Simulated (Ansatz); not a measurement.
# NbTe (P-6m2) in Ansatz: settings compared

One crystal, NbTe, is run at these levels: LDA, PBE, PBEsol; tasks: band structure.

All numbers are computed with Ansatz 0.2.0; they aren't measurements. Logs are shortened: lines on timing, memory, paths and dates and some standing lists are left out, and cuts for length are marked.

## Step 1: Starting point

It takes space group P-6m2 (No. 187, hexagonal). The conventional cell has a = 3.703 Å, b = 3.703 Å, c = 3.694 Å, α = 90.00°, β = 90.00°, γ = 120.00°. Te (site symmetry -6m2) is surrounded by 6 Nb at 2.83 Å. Nb (site symmetry -6m2) has 6 Te at 2.83 Å as nearest neighbours.

The cell comes from a database or a generator and needn't be the stable form of this composition.

## Step 2: Band structure, LDA

Contents of input.yaml:

```yaml
crystal:
  lattice:
    - [3.7029743866, 0.0, 0.0]
    - [-1.8514871933, 3.2068698884, 0.0]
    - [0.0, 0.0, 3.694211]
  atoms:
    - { symbol: Te, position: [0.6666666667, 0.3333333333, 0.0] }
    - { symbol: Nb, position: [0.0, 0.0, 0.5] }
hamiltonian:
  xc: lda
  pseudopotentials: { kind: paw }
kpoints:
  mp_grid: { grid: [8, 8, 7] }
  band_path:
    path:
      - [[0.0, 0.0, 0.0], [0.5, 0.0, 0.0], [0.3333333333, 0.3333333333, 0.0], [0.0, 0.0, 0.0], [0.0, 0.0, 0.5], [0.5, 0.0, 0.5], [0.3333333333, 0.3333333333, 0.5], [0.0, 0.0, 0.5]]
      - [[0.5, 0.0, 0.5], [0.5, 0.0, 0.0]]
      - [[0.3333333333, 0.3333333333, 0.0], [0.3333333333, 0.3333333333, 0.5]]
    npoints: 14
scf:
  occupations: { method: fermi_dirac, width: 0.05 }
  n_extra_bands: 6
output:
  forces: true
  stress: true
  eigenvalues: true
  fatbands: true
```

Potentials or basis: Ansatz PAW.

The run is started by

```
$ ansatz run input.yaml --threads 2 --pin off --max-ram 5632MiB --backend cpu --events-out ev --progress --plain --runs-dir out
```

The program printed:

```text
Warning: RAYON_NUM_THREADS=2 ignored (pool sized by the plan → 2); use --threads N
scf.n_extra_bands = 6 over 15 filled bands (N_el = 29.0): the run solves 21 bands
Engine: ansatz 0.2.0, aarch64-unknown-linux-gnu
Pseudopotentials: kind: paw
Pseudopotential: Te, paw, valence charge 16, recommended cutoff 420 eV (normal), Te.paw.azcp
Pseudopotential: Nb, paw, valence charge 13, recommended cutoff 420 eV (normal), Nb.paw.azcp
Functional definition: SPW92
  exchange = slater_x
  correlation = pw_c
Crystal: 2 atoms, lattice volume = 43.869 Å³
Basis set: ecut = 420 eV, 865 PW (Γ)
Bands: 21, of which v1, the nominal top of the filled ones, is band 15 counted from 1 (14 counted from 0)
Symmetry: 12 space group operations
Space group: P-6m2 (ITA 187), of the structure as read, at distance tolerance 3.5e-5 Å
k-points: 40 of 448 (time reversal used)
Non-local potential: Te, projectors of the file, l = 0: 2, l = 1: 2, l = 2: 2, l = 3: 2
Non-local potential: Nb, projectors of the file, l = 0: 3, l = 1: 2, l = 2: 2, l = 3: 1
PAW form: soft (Blöchl's): semilocal exchange-correlation on the pseudo side does not see the compensation charge
PAW frozen core: Te, regenerated for the run's functional, and the local potential with it (the file was generated under x = pbe(κ = 0.804, μ = 0.2195149727645171), c = pbe(β = 0.06672455060314922))
PAW frozen core: Nb, regenerated for the run's functional, and the local potential with it (the file was generated under x = pbe(κ = 0.804, μ = 0.2195149727645171), c = pbe(β = 0.06672455060314922))
PAW one-centre angular grid: Te, 590 points (default); XC on 64 Gauss nodes
PAW one-centre angular grid: Nb, 590 points (default); XC on 64 Gauss nodes
Initial density: superposition of atomic densities (neutral atoms: chi_scale 0, normalization atom), corrected by the library's trained network
Initial wavefunctions: pseudopotential atomic-orbital guess
Functional: x = slater, c = lda
SCF iter   1: F=—  HF=-11270.182876 eV  |F-HF|=—  |Δ(HF+E_count)|=         —  Δρ=8.83e-3  dr2=1.90e-2  ethr=1.77e-3  ⟨swp⟩=6.0  Hψ=4432  notcnv=0  defer=1
preconditioner: auto → none  [metal: Δε(μ)=0.073 eV  Ē_g=9.059 eV  σ=0.050 eV  W_gap=0.33  n_scr=8 (ndim 8)  ℏωp=18.6 eV  f_vac=0.000  D(μ)=1.32/eV (n_scr^D=8)  sad-step TF]
SCF iter   2: F=—  HF=-11270.179178 eV  |F-HF|=—  |Δ(HF+E_count)|=   3.70e-3  Δρ=5.15e-3  dr2=7.83e-3  ethr=6.54e-5  ⟨swp⟩=1.3  Hψ=1175  notcnv=0  defer=1
SCF iter   3: F=—  HF=-11270.176965 eV  |F-HF|=—  |Δ(HF+E_count)|=   2.21e-3  Δρ=3.78e-4  dr2=3.80e-5  ethr=2.70e-5  ⟨swp⟩=2.0  Hψ=1006  notcnv=0  defer=1
SCF iter   4: F=—  HF=-11270.176956 eV  |F-HF|=—  |Δ(HF+E_count)|=   8.61e-6  Δρ=8.34e-5  dr2=2.67e-6  ethr=1.31e-7  ⟨swp⟩=2.0  Hψ=1360  notcnv=0  defer=1
SCF iter   5: F=—  HF=-11270.176955 eV  |F-HF|=—  |Δ(HF+E_count)|=   1.19e-6  Δρ=2.56e-5  dr2=2.55e-7  ethr=9.21e-9  ⟨swp⟩=2.0  Hψ=1356  notcnv=0  defer=1
SCF iter   6: F=-11270.176955 eV  HF=-11270.176955 eV  |F-HF|=2.80e-8  |Δ(HF+E_count)|=   1.16e-7  Δρ=8.37e-6  dr2=2.60e-8  ethr=3.45e-10  ⟨swp⟩=8.4  Hψ=3553  notcnv=0
SCF 1 converged in 6 iterations: F = -11270.176955 eV  dr2 = 2.60e-8
NSCF: frozen V_eff on 129 k-points
SCF converged after 6 iterations
Free energy (F): -11270.176955 eV
Harris-Foulkes:  -11270.176955 eV  (|F-HF|=2.80e-8)
Internal energy: -11270.165505 eV  (E = F + TS)
E sigma→0 (E₀):  -11270.171230 eV
Entropy (-TS):   -0.011449 eV (-5.725 meV/atom)
Fermi energy:    15.591459 eV
--- Per-component energies (eV) ---
  E_band       = -285.779807
  E_kinetic    = 577.199077
  E_local      = -1744.581626  (includes V_loc(G=0)·N_el)
  E_nonlocal   = -178.130406
  E_hartree    = 936.505890
  E_xc         = -298.208951
  E_vxc        = -317.559631  (∫ρ·V_xc dr)
  E_paw        = -7476.947200  (= ΣΔE_a)
  E_vpaw       = -495.710243  (= ΣTr[D̂ρ^β])
  E_aug_tail   = -0.000188  (compensation charges beyond the density's cutoff)
  E_ewald      = -3087.106456
  E_core_change = 1.104356  (= ΣΔE_core)
  E_smearing   = -0.011449  (= −TS)
  E_closure    = -0.000000  (closes the sum)
  Σ components = -11270.176955   (vs F -11270.176955, Δ=0.00e0)
--- Forces (eV/Å), atoms counted from 1 ---
  atom   1  Te     0.00000000     0.00000000     0.00000000
  atom   2  Nb     0.00000000     0.00000000     0.00000000
  max |Σ_I F_I| component: 9.25e-17 eV/Å
--- Stress (GPa, compression-positive) ---
       -7.264897       0.000000       0.000000
        0.000000      -7.264897       0.000000
        0.000000       0.000000      -7.979059
  P = ⅓ Tr σ = -7.5030 GPa (-75.030 kbar)
--- Band table (eV; the first three rows and the last of 40) ---
  k-point 0: bands = ["-39.8563", "-22.3562", "-22.3562", "-22.3483", "-22.3483", "-22.3471", "-16.1000", "-15.9028", "-15.9028", "1.2792", "12.4299", "12.4299", "12.6038", "13.2366", "15.7217", "15.7217", "18.0037", "18.0037", "18.3433", "21.5623", "22.7528"]
  k-point 1: bands = ["-39.8553", "-22.3559", "-22.3559", "-22.3494", "-22.3494", "-22.3447", "-16.1217", "-15.9006", "-15.9006", "1.4784", "11.2540", "12.5454", "12.5454", "14.0390", "15.2869", "15.2869", "18.2423", "18.2423", "18.9115", "22.4453", "22.7686"]
  k-point 2: bands = ["-39.8531", "-22.3553", "-22.3553", "-22.3519", "-22.3519", "-22.3393", "-16.1702", "-15.8957", "-15.8957", "1.9936", "9.4738", "12.8002", "12.8002", "14.7351", "14.7351", "15.0609", "17.9771", "17.9771", "19.7978", "23.7058", "23.7058"]
  k-point 39: bands = ["-39.8426", "-22.3614", "-22.3537", "-22.3508", "-22.3451", "-22.3281", "-16.1612", "-15.9982", "-15.9517", "3.3589", "9.4267", "9.9106", "11.0556", "14.4099", "16.6916", "17.1915", "17.7881", "18.0455", "18.9857", "20.1044", "23.2628"]
```

bands.tsv:

```text
# k_distance	band_0	band_1	band_2	band_3	band_4	band_5	band_6	band_7	band_8	band_9	band_10	band_11	band_12	band_13	band_14	band_15	band_16	band_17	band_18	band_19	band_20
# fermi_ev = 15.591459
[... 146 lines left out ...]
7.782619	-55.433874	-37.953248	-37.944564	-37.941317	-37.937499	-37.919560	-31.751684	-31.583557	-31.552489	-12.209391	-6.207463	-5.656368	-4.589545	-1.106694	1.048331	1.636998	2.313542	2.777190	2.910561	4.290036	8.856032
7.843363	-55.433710	-37.953630	-37.943720	-37.942073	-37.937479	-37.919031	-31.755429	-31.582893	-31.551364	-12.199602	-6.233890	-5.713583	-4.482646	-1.098294	1.085559	1.638593	2.135236	2.771616	3.214810	3.976403	8.777710
7.904106	-55.433655	-37.953760	-37.942939	-37.942825	-37.937472	-37.918853	-31.756698	-31.582668	-31.550983	-12.196261	-6.242792	-5.732835	-4.445291	-1.095345	1.097714	1.638266	2.074781	2.770624	3.406233	3.781942	8.750706
```

It took 7.7 s on 2 threads of Arm Neoverse V1, shared host; peak memory 0.33 GiB.

What came out:

| Quantity | Value |
| --- | --- |
| Free energy | -11270.1770 eV |
| Pressure | -7.5 GPa |
| Band gap on the k mesh | none (metal or under the smearing width) |

Levels at the corners of the path, in eV from the Fermi level:
```tsv
point	band 12	band 13	band 14	band 15	band 16	band 17
Γ	-3.16	-2.99	-2.35	0.13	0.13	2.41
M	-3.84	-2.62	-2.61	-0.19	1.22	1.46
K	-5.42	-3.78	-0.93	-0.13	0.17	0.39
Γ	-3.16	-2.99	-2.35	0.13	0.13	2.41
A	-2.62	-2.62	-0.97	-0.97	0.63	1.63
L	-5.86	-4.25	-1.34	1.14	1.23	1.78
H	-5.73	-4.45	-1.10	1.10	1.64	2.07
A	-2.62	-2.62	-0.97	-0.97	0.63	1.63
L	-5.86	-4.25	-1.34	1.14	1.23	1.78
M	-3.84	-2.62	-2.61	-0.19	1.22	1.46
K	-5.42	-3.78	-0.93	-0.13	0.17	0.39
H	-5.73	-4.45	-1.10	1.10	1.64	2.07
```

Caveat: spin-orbit coupling is left out, which moves the levels of the heavy elements; the PAW data sets come from PBE, with cores solved anew for the run's functional, which leaves a small shift of forces and pressure.

## Step 3: Band structure, PBE

input.yaml, as its differences from that of step 2:

```diff
@@ -9,3 +9,3 @@
 hamiltonian:
-  xc: lda
+  xc: pbe
   pseudopotentials: { kind: paw }
@@ -26,2 +26,2 @@
   eigenvalues: true
-  fatbands: true
+  fatbands: false
```

Potentials or basis: Ansatz PAW.

The run is started by

```
$ ansatz run input.yaml --threads 2 --pin off --max-ram 5632MiB --backend cpu --events-out ev --progress --plain --runs-dir out
```

Wall time 5.7 s (2 threads of Arm Neoverse V1, shared host); peak memory 0.34 GiB.

The run converged. Its results:

| Quantity | Value |
| --- | --- |
| Free energy | -11532.5202 eV |
| Pressure | -0.6 GPa |
| Band gap on the k mesh | none (metal or under the smearing width) |

Stress tensor (GPa, compression positive):
```
-0.84  0.00  0.00
 0.00 -0.84  0.00
 0.00  0.00 -0.16
```

Levels at the corners of the path, in eV from the Fermi level:
```tsv
point	band 10	band 11	band 12	band 13	band 14	band 15	band 16	band 17	band 18	band 19
Γ	-14.26	-3.16	-3.16	-3.00	-2.36	0.13	0.13	2.43	2.43	2.85
M	-12.60	-7.20	-3.84	-2.64	-2.61	-0.20	1.22	1.49	3.02	3.83
K	-12.36	-6.50	-5.45	-3.77	-0.95	-0.13	0.19	0.39	4.61	6.48
Γ	-14.26	-3.16	-3.16	-3.00	-2.36	0.13	0.13	2.43	2.43	2.85
A	-12.92	-7.54	-2.62	-2.62	-0.97	-0.97	0.66	1.64	1.64	5.31
L	-12.24	-5.97	-5.89	-4.26	-1.37	1.15	1.26	1.80	2.78	4.45
H	-12.11	-6.26	-5.76	-4.48	-1.12	1.12	1.67	2.12	2.78	3.36
A	-12.92	-7.54	-2.62	-2.62	-0.97	-0.97	0.66	1.64	1.64	5.31
L	-12.24	-5.97	-5.89	-4.26	-1.37	1.15	1.26	1.80	2.78	4.45
M	-12.60	-7.20	-3.84	-2.64	-2.61	-0.20	1.22	1.49	3.02	3.83
K	-12.36	-6.50	-5.45	-3.77	-0.95	-0.13	0.19	0.39	4.61	6.48
H	-12.11	-6.26	-5.76	-4.48	-1.12	1.12	1.67	2.12	2.78	3.36
```

Caveat: spin-orbit coupling is left out, which moves the levels of the heavy elements.

## Step 4: Band structure, PBEsol

input.yaml, as its differences from that of step 3:

```diff
@@ -9,3 +9,3 @@
 hamiltonian:
-  xc: pbe
+  xc: pbesol
   pseudopotentials: { kind: paw }
```

The run is started by

```
$ ansatz run input.yaml --threads 2 --pin off --max-ram 5632MiB --backend cpu --events-out ev --progress --plain --runs-dir out
```

Wall time 5.5 s (2 threads of Arm Neoverse V1, shared host); peak memory 0.34 GiB.

The run converged. Its results:

| Item | Value |
| --- | --- |
| Free energy | -11397.3607 eV |
| Pressure | -5.2 GPa |
| Band gap on the k mesh | none (metal or under the smearing width) |

Levels at the corners of the path, in eV from the Fermi level:
```
point  band 10  band 11  band 12  band 13  band 14  band 15  band 16  band 17  band 18  band 19
    Γ   -14.28    -3.16    -3.16    -3.02    -2.36     0.13     0.13     2.43     2.43     2.79
    M   -12.62    -7.21    -3.84    -2.65    -2.61    -0.20     1.23     1.48     3.02     3.79
    K   -12.37    -6.51    -5.46    -3.77    -0.95    -0.13     0.18     0.39     4.62     6.47
    Γ   -14.28    -3.16    -3.16    -3.02    -2.36     0.13     0.13     2.43     2.43     2.79
    A   -12.94    -7.56    -2.62    -2.62    -0.97    -0.97     0.65     1.64     1.64     5.26
    L   -12.26    -5.98    -5.89    -4.26    -1.38     1.15     1.25     1.79     2.75     4.47
    H   -12.12    -6.27    -5.76    -4.47    -1.12     1.12     1.67     2.08     2.79     3.36
    A   -12.94    -7.56    -2.62    -2.62    -0.97    -0.97     0.65     1.64     1.64     5.26
    L   -12.26    -5.98    -5.89    -4.26    -1.38     1.15     1.25     1.79     2.75     4.47
    M   -12.62    -7.21    -3.84    -2.65    -2.61    -0.20     1.23     1.48     3.02     3.79
    K   -12.37    -6.51    -5.46    -3.77    -0.95    -0.13     0.18     0.39     4.62     6.47
    H   -12.12    -6.27    -5.76    -4.47    -1.12     1.12     1.67     2.08     2.79     3.36
```

Caveat: spin-orbit coupling is left out, which moves the levels of the heavy elements; the PAW data sets come from PBE, with cores solved anew for the run's functional, which leaves a small shift of forces and pressure.

## Step 5: Summary

```tsv
level	gap on the mesh (eV)	pressure (GPa)
LDA	none	-7.5
PBE	none	-0.6
PBEsol	none	-5.2
```

Alike in all rows: task band structure; potentials or basis Ansatz PAW; no spin polarisation; cell as given; k mesh 8 × 8 × 7; cutoff (eV) 420; smearing fermi-dirac 0.05 eV.

Every run on the cell as given and a fine mesh finds a metal. The pressure there spans -7.5 GPa (LDA) to -0.6 GPa (PBE); a positive pressure means that this level wants a larger cell, a negative one a smaller.

Caveats: spin-orbit coupling is left out, which moves the levels of the heavy elements; the PAW data sets come from PBE, with cores solved anew for the run's functional, which leaves a small shift of forces and pressure (some runs).

Absolute energies hang on the potentials; compare differences alone.
